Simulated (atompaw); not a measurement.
# A PAW (atompaw) potential for terbium, from input to tests

Task: generate the file, and judge it by its logarithmic derivatives, its ghosts and its cutoff.

Program: atompaw 4.2.0.5. Reference atom: PBE, scalar-relativistic, spherical and spin-unpolarised. All values are calculated.

**1. Settings**

The settings as typed:

```json
{"element": "terbium (Tb, Z = 65)", "type": "PAW", "frozen core": "[Kr] 4d10", "valence charge": "19", "reference configuration": "4f9 5s2 5p6 5d0 6s2 6p0", "partial waves": "5s (bound): rc 2.40 bohr; 6s (bound): rc 2.65 bohr; 5p (bound): rc 2.30 bohr; 6p (bound, empty): rc 3.00 bohr; 5d (bound, empty): rc 3.00 bohr; 5d channel at 3.85 Ry: rc 3.00 bohr; 4f (bound): rc 0.70 bohr; 4f channel at 0.35 Ry: rc 0.70 bohr", "local potential": "vpsmatchnc scheme with l = 4 at -0.5 Ry, radius 2.65 bohr", "core correction": "smooth core density matched at 2.30 bohr", "augmentation charge": "besselshape compensation charge, radius 2.30 bohr; PAW radius 3.00 bohr; waves and projectors: custom polynom vanderbiltortho"}
```

**2. Generating the potential**

The input, Tb.input:

```
Tb 65
GGA-PBE scalarrelativistic loggrid 2001 logderivrange -5 5 251
6 6 5 4 0 0
6 1 0
5 2 0
4 3 9
0 0 0
c
c
c
c
v
v
c
c
c
v
v
c
c
v
v
3
3.00 2.30 2.65 2.30
n
n
y
3.85
n
y
0.35
n
custom polynom vanderbiltortho besselshape
4 -0.5 vpsmatchnc
2.40
2.65
2.30
3.00
3.00
3.00
0.70
0.70
PWSCFOUT
UPFDX 0.0125d0 UPFXMIN -7.d0 UPFZMESH 65.d0
END
```

Started as:

```
$ atompaw < Tb.input > Tb.log
```

Before running it: what results should come out? Wanted: cutoffs for 10 and 1 mRy, occupied levels; bound ghosts; largest phase difference near zero energy, channels read; lowest eigenvalue of the overlap; share of valence orbitals outside the PAW sphere; UPF file.

As calculated:

| quantity | value |
| --- | --- |
| cutoffs for 10 and 1 mRy, occupied levels | over 300 Ry and over 300 Ry |
| bound ghosts | none found |
| largest phase difference near zero energy, channels read | 0.186 rad |
| lowest eigenvalue of the overlap (Bessel basis) | 0.615 (p) |
| share of valence orbitals outside the PAW sphere | 5s 0 %, 6s 78 %, 5p 2 %, 6p 95 %, 5d 51 %, 4f 1 % |
| UPF file | written |

**Reading.** The potential is very hard: the looser tolerance needs over 300 Ry. The slowest occupied level is 4f: taken alone it needs over 300 Ry to come within 1 mRy, against 15 Ry for 5p. It is free of bound ghosts as far as tested. Of the channels read, p scatters worst near zero energy, by up to 0.19 rad. These are tests on the free atom; a crystal test is still owed.
